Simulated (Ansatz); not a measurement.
# GeH11NSi3: the cost of one run

The runs use Ansatz 0.2.0, Gaussian basis; the settings change from run to run.

### Step 1. The geometry

The structure was relaxed beforehand with PBE0-D4 in a triple-zeta def2 set.

SMILES `[SiH3][SiH2][N]([SiH3])[GeH3]`, 16 atoms, charge 0, spin multiplicity 1.

Atoms are counted from 1 here; the program's logs count them from 0.

Bond lengths: Si1–Si2 2.345 Å, Si1–H6 1.490 Å, Si1–H7 1.489 Å, Si1–H8 1.488 Å, Si2–N3 1.734 Å, Si2–H9 1.491 Å, Si2–H10 1.492 Å, N3–Si4 1.729 Å, N3–Ge5 1.854 Å, Si4–H11 1.489 Å, Si4–H12 1.488 Å, Si4–H13 1.488 Å, Ge5–H14 1.537 Å, Ge5–H15 1.537 Å, Ge5–H16 1.538 Å. Angles: Si2–Si1–H6 110.0°, Si2–Si1–H7 111.2°, Si2–Si1–H8 110.2°, H6–Si1–H7 108.4°, H6–Si1–H8 108.1°, H7–Si1–H8 108.8°, Si1–Si2–N3 111.9°, Si1–Si2–H9 109.2°, Si1–Si2–H10 109.4°, N3–Si2–H9 110.9°, N3–Si2–H10 107.3°, H9–Si2–H10 108.1°, Si2–N3–Si4 120.5°, Si2–N3–Ge5 119.8°, Si4–N3–Ge5 119.7°, N3–Si4–H11 107.7°, N3–Si4–H12 111.5°, N3–Si4–H13 111.9° and more.

### Step 2. wB97M-V/6-31G*

in.yaml reads:

```yaml
crystal:
  periodic: [false, false, false]
  atoms:
    - {symbol: Si, position_ang: [0.704298, 1.570053, -1.985783]}
    - {symbol: Si, position_ang: [1.239828, -0.132135, -0.463714]}
    - {symbol: N, position_ang: [-0.100749, -0.525450, 0.563342]}
    - {symbol: Si, position_ang: [-0.931257, -2.031165, 0.385549]}
    - {symbol: Ge, position_ang: [-0.673197, 0.694319, 1.836699]}
    - {symbol: H, position_ang: [0.225225, 2.776304, -1.254029]}
    - {symbol: H, position_ang: [1.888154, 1.955229, -2.802609]}
    - {symbol: H, position_ang: [-0.382453, 1.120879, -2.898344]}
    - {symbol: H, position_ang: [2.423141, 0.285151, 0.342310]}
    - {symbol: H, position_ang: [1.602411, -1.370215, -1.212821]}
    - {symbol: H, position_ang: [-2.107906, -2.010727, 1.297774]}
    - {symbol: H, position_ang: [-1.406053, -2.230105, -1.011019]}
    - {symbol: H, position_ang: [-0.066456, -3.188802, 0.741515]}
    - {symbol: H, position_ang: [0.329157, 1.859109, 1.802869]}
    - {symbol: H, position_ang: [-0.680221, 0.016988, 3.216241]}
    - {symbol: H, position_ang: [-2.086821, 1.187865, 1.486320]}
basis:
  gaussian: {orbitals: "6-31G*"}
hamiltonian: {xc: {name: wB97M-V}}
output: {forces: true}
```

Run with:

```
ansatz run in.yaml --threads 4 --pin off --events-out ev --progress --plain --max-ram 11315MiB
```

**Question.** How long does this run take on 4 threads of Arm Neoverse V1, shared host, and how much memory does it need?

About 14 s, with a peak of 0.56 GiB.
